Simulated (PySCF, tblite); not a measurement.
**CH₄BrFGe: geometry, infrared bands, NMR shifts and spin-spin couplings**

Aim: predict the infrared bands, NMR shifts and spin-spin couplings of CH₄BrFGe (`F[C@@H]([GeH3])Br`).

Programs: tblite 0.8.0 and PySCF 2.14.0, with density-fitted response routines of our own. Each step states its level of theory. These are calculated values for one molecule in the gas phase, unless marked as measured. Atoms are numbered from 0 throughout.

## Step 1: The molecule as given

8 atoms, charge 0, multiplicity 1; geometry from: force field or distance geometry start.

Bonds of the start (Å): F0–C1 1.39, C1–Ge2 1.92, C1–Br3 1.95, C1–H4 1.08, Ge2–H5 1.56, Ge2–H6 1.55, Ge2–H7 1.56.

## Step 2: Optimising the geometry with GFN2-xTB

The job: settings as JSON, then the geometry in Å.

```
{"job": {"kind": "relax", "xc": "GFN2-xTB", "basis": "xTB"}, "charge": 0, "multiplicity": 1}
F      1.327900    -1.162700     0.764000
C      0.934000    -0.201100    -0.158800
Ge    -0.962400     0.052200     0.003300
Br     1.789300     1.455400     0.406900
H      1.270100    -0.499600    -1.143200
H     -1.503600     0.685100    -1.314700
H     -1.661200    -1.317600     0.193000
H     -1.185000     0.997800     1.224900
```

Command:

```console
$ OMP_NUM_THREADS=1 python probes_run.py task.json out
```

This one command runs all jobs of the session in turn.

**Question.** This job is followed by: GFN2-xTB harmonic vibrations, gas phase; GIAO PBE0/pcSseg-1 NMR shielding, non-relativistic, gas phase; B3LYP/pcJ-1 Br:pcSseg-1 Ge:pcSseg-1 indirect spin-spin coupling, non-relativistic, gas phase. What will the session give for the following? strongest single infrared mode (GFN2-xTB); zero-point energy (GFN2-xTB); 13C shifts against TMS (PBE0/pcSseg-1); 1H shifts against TMS (PBE0/pcSseg-1, means over atoms taken as alike); 19F shifts against CFCl3 (PBE0/pcSseg-1); 73Ge shifts against GeMe4 (PBE0/pcSseg-1); 79Br shifts against HBr (PBE0/pcSseg-1); surface potential, 1st and 99th percentile; largest coupling of the table (B3LYP/pcSseg-1+pcJ-1).

As calculated:

| quantity | value |
| --- | --- |
| strongest single infrared mode (GFN2-xTB) | 2106 cm⁻¹, 411 km/mol |
| zero-point energy (GFN2-xTB) | 25.5 kcal/mol |
| 13C shifts against TMS (PBE0/pcSseg-1) | 107.1 ppm |
| 1H shifts against TMS (PBE0/pcSseg-1, means over atoms taken as alike) | 7.08, 4.03 ppm |
| 19F shifts against CFCl3 (PBE0/pcSseg-1) | -185.6 ppm |
| 73Ge shifts against GeMe4 (PBE0/pcSseg-1) | -198 ppm |
| 79Br shifts against HBr (PBE0/pcSseg-1) | 605 ppm |
| surface potential, 1st and 99th percentile | -0.79 V and 1.46 V |
| largest coupling of the table (B3LYP/pcSseg-1+pcJ-1) | 1J(F,C) F0–C1, -344.1 Hz |

In words: The optimisation took 45 steps and gained 0.199 eV; among the close pairs (by a distance rule), Ge2–H7 changed most, from 1.561 to 1.488 Å. All 18 modes are real, so the xTB geometry is a minimum. The strongest single mode, at 2106 cm⁻¹, moves mainly H5 and H6. Unscaled tight-binding wavenumbers are off by several per cent, some by more. Its intensities can rank the bands wrongly. C1 stands next to heavy halogen, whose spin-orbit shielding this run leaves out, so the computed shift lies too far downfield, most of all for carbon beside Br or I. H4 (hydrogen on an sp3 CH bonded to Br and F and Ge) lies farthest downfield among hydrogen, at 7.08 ppm; its carbon carries Br and F, hence the downfield position. At PBE0/pcSseg-1: Shielding is most anisotropic at Br3 (span 1643 ppm, paramagnetic term -1106 ppm). By nearest atom (PBE0/pcSseg-1), the HOMO sits on Br3 68 %; C1 11 % and the LUMO on Br3 39 %; C1 28 %. Of the pairs tabulated at B3LYP/pcSseg-1+pcJ-1, F0–C1 couples most strongly (-344.1 Hz; Fermi contact -343.7 Hz). Spin-orbit coupling is left out, which matters for shieldings and couplings at and beside the heavy atoms.
